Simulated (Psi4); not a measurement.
**SiHBrF (SMILES F[SiH]Br): UM06-2X/cc-pVDZ (sweep point 1)**

What is the vertical ionisation energy of SiHBrF at UM06-2X/cc-pVDZ (sweep point 1)? 

The results are computed with Psi4 1.11.

## 1. The system as given

SiHBrF has 4 atoms, charge 0, and is taken as a doublet. As SMILES, `F[SiH]Br`. The shape is that of a PBE0-D4/def2-TZVP optimisation.

Bond lengths: F1–Si2 1.596 Å, Si2–Br3 2.211 Å, Si2–H4 1.491 Å. Angles: F1–Si2–Br3 108.9°, F1–Si2–H4 107.1°, Br3–Si2–H4 108.5°.

## 2. The energy at UM06-2X/cc-pVDZ (sweep point 1)

brfhsi.in

```
memory 1600 MB

molecule {
  0 2
  F     -2.03617990    -0.53932784     2.03769168
  Si    -0.54764263    -0.48131324    -0.58543715
  Br     3.50015073    -1.21641671     0.13927282
  H     -0.81144840     2.12291833    -1.62988878
  units bohr
  symmetry c1
}

set basis cc-pVDZ
set reference uks
set puream true
set scf_type pk
set dft_radial_points 99
set dft_spherical_points 590
set maxiter 150

e_tot = energy('m06-2x')
print_variables()
```

Run with:

```bash
psi4 brfhsi.in brfhsi.out -n 1
```

brfhsi.out:

```text
[...]
  Running in c1 symmetry.
[...]
  Nuclear repulsion =  225.521655825685940
[...]
  Multiplicity = 2
[...]
  Nalpha       = 30
  Nbeta        = 29
[...]
    Number of basis functions: 64
[...]
   @UKS iter   1: -2963.96212770505326   -1.70272e+00   9.58246e-03 ADIIS/DIIS
[...]
   @UKS iter   9: -2964.09969730375042   -2.12513e-08   4.78784e-07 DIIS
[...]
   @S^2 Observed:                7.524232179E-01
[...]
    Orbital Energies [Eh]
    ---------------------
    Alpha Occupied:
       1A   -485.411319     2A    -67.120534     3A    -63.403823
       4A    -57.224670     5A    -57.223273     6A    -57.223072
       7A    -25.267945     8A     -9.053581     9A     -6.874994
      10A     -6.868539    11A     -6.868014    12A     -5.644467
      13A     -3.954763    14A     -3.952242    15A     -3.949678
      16A     -2.902911    17A     -2.900661    18A     -2.900320
      19A     -2.894678    20A     -2.894675    21A     -1.351347
      22A     -0.881267    23A     -0.655203    24A     -0.559502
      25A     -0.552124    26A     -0.527091    27A     -0.433385
      28A     -0.384314    29A     -0.372354    30A     -0.282895
    Alpha Virtual:
[...]
  @UKS Final Energy: -2964.09969730375042
   => Energetics <=
    Nuclear Repulsion Energy =            225.5216558256859400
    One-Electron Energy =               -4572.5122138798169544
    Two-Electron Energy =                1441.0025198819598700
    DFT Exchange-Correlation Energy =     -58.1116591315794011
    Empirical Dispersion Energy =           0.0000000000000000
    VV10 Nonlocal Energy =                  0.0000000000000000
    Total Energy =                      -2964.0996973037504176
[...]
 Multipole Moments:
 ------------------------------------------------------------------------------------
     Multipole            Electronic (a.u.)      Nuclear  (a.u.)        Total (a.u.)
 ------------------------------------------------------------------------------------
 L = 1.  Multiply by 2.5417464519 to convert [e a0] to [Debye]
 Dipole X            :          7.0048455           -7.2350292           -0.2301837
 Dipole Y            :         -2.5332925            2.6175702            0.0842778
 Dipole Z            :          0.8086471           -1.3423917           -0.5337447
 Magnitude           :                                                    0.5873420
[...]
```

It took 24 s on 1 thread of Intel Xeon Platinum 8488C (Sapphire Rapids), shared host; peak memory 1.4 GiB.

## 3. The singlet cation, same level

calc.dat

```
memory 1600 mb

molecule {
  1 1
  F     -2.03617990    -0.53932784     2.03769168
  Si    -0.54764263    -0.48131324    -0.58543715
  Br     3.50015073    -1.21641671     0.13927282
  H     -0.81144840     2.12291833    -1.62988878
  units bohr
  symmetry c1
}

set globals {
  basis cc-pVDZ
  puream true
  scf_type pk
  dft_radial_points 99
  dft_spherical_points 590
}

energy_value = energy("m06-2x")
```

Run with:

```bash
psi4 calc.dat calc.out -n 1
```

calc.out:

```text
[...]
  Running in c1 symmetry.
[...]
  Nuclear repulsion =  225.521655825685940
[...]
  Multiplicity = 1
[...]
  Nalpha       = 29
  Nbeta        = 29
[...]
    Number of basis functions: 64
[...]
   @RKS iter   1: -2963.58509004588359   -1.32568e+00   9.89525e-03 ADIIS/DIIS
[...]
   @RKS iter   9: -2963.76188095214593   -2.67877e-07   6.70056e-07 DIIS
[...]
    Orbital Energies [Eh]
    ---------------------
    Doubly Occupied:
       1A   -485.665596     2A    -67.431321     3A    -63.657213
       4A    -57.478427     5A    -57.476546     6A    -57.476039
       7A    -25.523007     8A     -9.306124     9A     -7.128662
      10A     -7.120643    11A     -7.118499    12A     -5.949203
      13A     -4.259474    14A     -4.256533    15A     -4.253905
      16A     -3.156443    17A     -3.154276    18A     -3.152261
      19A     -3.145116    20A     -3.145018    21A     -1.595519
      22A     -1.120943    23A     -0.895972    24A     -0.797326
      25A     -0.787350    26A     -0.768893    27A     -0.670337
      28A     -0.610953    29A     -0.601511
[...]
  @RKS Final Energy: -2963.76188095214593
   => Energetics <=
    Nuclear Repulsion Energy =            225.5216558256859400
    One-Electron Energy =               -4557.2368692623322204
    Two-Electron Energy =                1425.8937852121614469
    DFT Exchange-Correlation Energy =     -57.9404527276608903
    Empirical Dispersion Energy =           0.0000000000000000
    VV10 Nonlocal Energy =                  0.0000000000000000
    Total Energy =                      -2963.7618809521454750
[...]
 Multipole Moments:
 ------------------------------------------------------------------------------------
     Multipole            Electronic (a.u.)      Nuclear  (a.u.)        Total (a.u.)
 ------------------------------------------------------------------------------------
 L = 1.  Multiply by 2.5417464519 to convert [e a0] to [Debye]
 Dipole X            :          5.6962338           -7.2350292           -1.5387954
 Dipole Y            :         -2.3172613            2.6175702            0.3003089
 Dipole Z            :         -0.0280064           -1.3423917           -1.3703982
 Magnitude           :                                                    2.0823227
[...]
```

It took 19 s on 1 thread of Intel Xeon Platinum 8488C (Sapphire Rapids), shared host; peak memory 1.4 GiB.

## 4. What came out

At UM06-2X/cc-pVDZ (sweep point 1):

| quantity | value |
| --- | --- |
| doublet SiHBrF: total energy | -2964.09970 Eh |
| doublet SiHBrF: dipole moment | 1.49 D |
| doublet SiHBrF: HOMO energy (highest over α and β) | -7.70 eV |
| doublet SiHBrF: LUMO energy (lowest over α and β) | -2.38 eV |
| doublet SiHBrF: ⟨S²⟩ | 0.752 |
| singlet cation: total energy | -2963.76188 Eh |
| singlet cation: HOMO energy | -16.37 eV |
| singlet cation: LUMO energy | -10.50 eV |
| singlet cation: HOMO–LUMO gap | 5.87 eV |
| vertical ionisation energy (to the singlet cation) | 9.192 eV |

Removing an electron at fixed nuclei costs 9.19 eV (212 kcal/mol). Only the singlet of the ionised species was computed; a triplet could lie lower.
